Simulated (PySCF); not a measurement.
# SiGe+: from the state search to spectroscopic constants

An exercise on one series of results from a longer session: the logs are not shown, and one member is left open.

Method: Si def2-TZVPPD, Ge def2-TZVPPD, no relativity; program: PySCF 2.14.0.

The first run:

A driver script around PySCF takes these settings:

```
atoms                         : Si, Ge
charge                        : 1
basis                         : Si def2-TZVPPD, Ge def2-TZVPPD
Hamiltonian                   : no relativity
basis functions               : 102
electrons treated             : 45
masses in u                   : 27.9769, 73.9212
levels                        : PBE0, PBE, r²SCAN, B2PLYP, LDA, TPSS, BHandHLYP, TPSSh, LC-ωPBE, HF, MP2, SCS-MP2, CCSD, CCSD(T)
grid                          : 80 radial by 434 angular points
occupations                   : held fixed by the projection of orbital angular momentum
dissociation limit            : Si + Ge+, each in its ground configuration
starting distance in angstrom : 2.375
values of 2S to try           : 1, 3
```

Run with:

```console
$ OMP_NUM_THREADS=2 python dia.py task.json out
```

Among the steps run: Input; PBE0 along the bond; Excited determinants; PBE (GGA); r²SCAN (meta-GGA); B2PLYP (double hybrid); LDA (local density); TPSS; BHandHLYP; TPSSh (hybrid meta-GGA); LC-ωPBE (range-separated hybrid); UHF; Adding correlation.

One of the session's tables, all rows but one given; the rest of the session is left out.

It belongs to the step «The curves together». Energy (eV) from each level's lowest point:

```
R (Å)    UHF  UHF-MP2  UHF-SCS-MP2  UHF-CCSD  UHF-CCSD(T)
2.019  0.855    0.789        0.757       n/a          n/a
2.113  0.365    0.321        0.296     0.354        0.373
2.207      ?        ?            ?         ?            ?
2.278  0.016    0.005        0.000     0.016        0.022
2.348  0.000    0.000        0.007     0.000        0.000
2.418  0.038    0.047        0.067     0.036        0.029
2.512  0.152    0.167        0.209     0.142        0.125
2.630  0.362    0.377        0.450     0.333        0.301
2.771  0.674    0.674        0.790     0.610        0.555
2.958  1.131    1.110        1.281       n/a          n/a
```

Estimate the missing values for R (Å) = 2.207.

Worked estimate for «UHF». A straight line through the neighbours (2.113, 0.365) and (2.278, 0.016) gives 0.365 + (0.016 − 0.365) × (2.207 − 2.113) / (2.278 − 2.113) = 0.166; a parabola fitted to 4 rows on both sides gives 0.093.

The run gave: UHF: 0.103; UHF-MP2: 0.079; UHF-SCS-MP2: 0.064; UHF-CCSD: 0.099; UHF-CCSD(T): 0.111. In «UHF» the line misses by +0.063 and the parabola by -0.010.
